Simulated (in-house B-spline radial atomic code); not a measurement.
# Ga²³⁺: Hartree-Fock with and without relativity

Aim: what relativity does to the energy, levels and radii of Ga²³⁺.

The numbers are computed with in-house B-spline radial atomic code version 1 (Hartree-Fock averaged over the configuration, non-relativistic (point nucleus) and Dirac-Coulomb (finite nucleus); spherical all-electron atom at the radial basis limit), except any that are marked as measured or tabulated.

## 1. What is computed

```
element       : gallium (Z = 31)
charge        : +23
electrons     : 8
configuration : [He] 2s2 2p4
nucleus       : point (non-relativistic run); Fermi, rms radius 3.997 fm (Dirac runs)
```

The outer shells:

[He] 2s2 2p4
```
[He] core
2s [↑↓]
2p [↑↓][↑ ][↑ ]
```

The boxes draw the filling by Hund's rule, which heavy ions in jj coupling don't follow; these runs average over all states of the configuration.

## 2. Non-relativistic run

Settings of the run:

```ini
Z = 31
electrons = 8.0
configuration = [He] 2s2 2p4
hamiltonian = nr
method = hf
spin_polarised = False
```

## 3. Dirac-Coulomb run

Settings of the run:

```ini
Z = 31
electrons = 8.0
configuration = [He] 2s2 2p4
hamiltonian = dirac
method = hf
spin_polarised = False
nucleus = fermi
rms_radius = 3.9973
mass_number = 69
atomic_mass = 68.925573528
speed_of_light = 137.035999084
```

## 4. Dirac-Coulomb run in the lowest jj configuration, 1s2 2s2 2p-2 2p+2

In configurations, a minus sign after the shell means j = l − 1/2 and a plus sign j = l + 1/2; the count of electrons follows.

The settings differ from step 3 so:

```diff
@@ -2,3 +2,3 @@
 electrons = 8.0
-configuration = [He] 2s2 2p4
+configuration = 1s2 2s2 2p-2 2p+2
 hamiltonian = dirac
```

Before running: How much does each shell's level and mean radius change with the Dirac Hamiltonian, and the total energy?

As calculated:

Levels and radii; the Dirac values are averaged over j with the occupations as weights.

| shell | ε non-rel. (eV) | ε Dirac (eV) | <r> non-rel. (bohr) | <r> Dirac (bohr) | change of <r> (%) |
| --- | --- | --- | --- | --- | --- |
| 1s | -11531.1 | -11677.2 | 0.04927 | 0.04844 | -1.69 |
| 2s | -2368.69 | -2406.17 | 0.2121 | 0.2084 | -1.74 |
| 2p | -2258.08 | -2270.37 | 0.1823 | 0.1807 | -0.87 |

What this shows: Relativity and the finite nucleus together change the total energy by -17.62 hartree (-1.2 %). The first-order mass-velocity and Darwin terms of the non-relativistic run add up to -16.73 hartree, 95 % of it. 2s shrinks most on the average over j, by -1.74 %. Spin-orbit coupling splits the 2p level by 30.628 eV. The lowest jj configuration lies 19.076 eV below the average over the whole configuration. Breit terms add 0.665 hartree and QED terms 0.565 hartree.
